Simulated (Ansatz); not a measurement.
Hf2Pd2Se2Br2O3:

```xyz
11
Lattice="3.7261 0.0000 0.0000 -1.8631 3.2269 0.0000 0.0000 0.0000 17.0087" Properties=species:S:1:pos:R:3 pbc="T T T"
Hf    1.8631    1.0756   15.8835
Hf    0.0000    2.1513    1.1251
Pd    0.0000    0.0000    5.1533
Pd    0.0000    0.0000   11.8554
Se    0.0000    2.1513    3.8523
Se    1.8631    1.0756   13.1564
Br    1.8631    1.0756    6.7800
Br    0.0000    2.1513   10.2287
O     0.0000    2.1513   15.7652
O     1.8631    1.0756    1.2435
O     0.0000    0.0000    0.0000
```

The cell was built by a generator and needn't be a form met in nature.

Base run:

```yaml
Program: Ansatz 0.2.0
Functional: r2SCAN
Potentials_or_basis: Ansatz PAW
Cutoff: 500 eV
Density_cutoff: 2000 eV
k_mesh: 8 × 8 × 2
Occupations: fermi-dirac, width 0.05 eV
Spin: no spin polarisation
```

Its results: band gap on the k mesh none (metal or under the smearing width); pressure -2.6 GPa; largest force 0.210 eV/Å.

Question: The run is repeated on the same cell with these changes: functional from r2SCAN to PBEsol; cutoff from 500 eV to 420 eV; density cutoff from 2000 eV to 1680 eV. What comes out?

Answer: Band gap on the k mesh none (metal or under the smearing width); pressure -5.0 GPa; largest force 0.352 eV/Å.

Caveats: the PAW data sets come from PBE, with cores solved anew for the run's functional, which leaves a small shift of forces and pressure; this functional lacks dispersion, which binds the layers, so the pressure and a relaxed spacing across them are unreliable (some runs).

Not every run made on this cell is shown here.
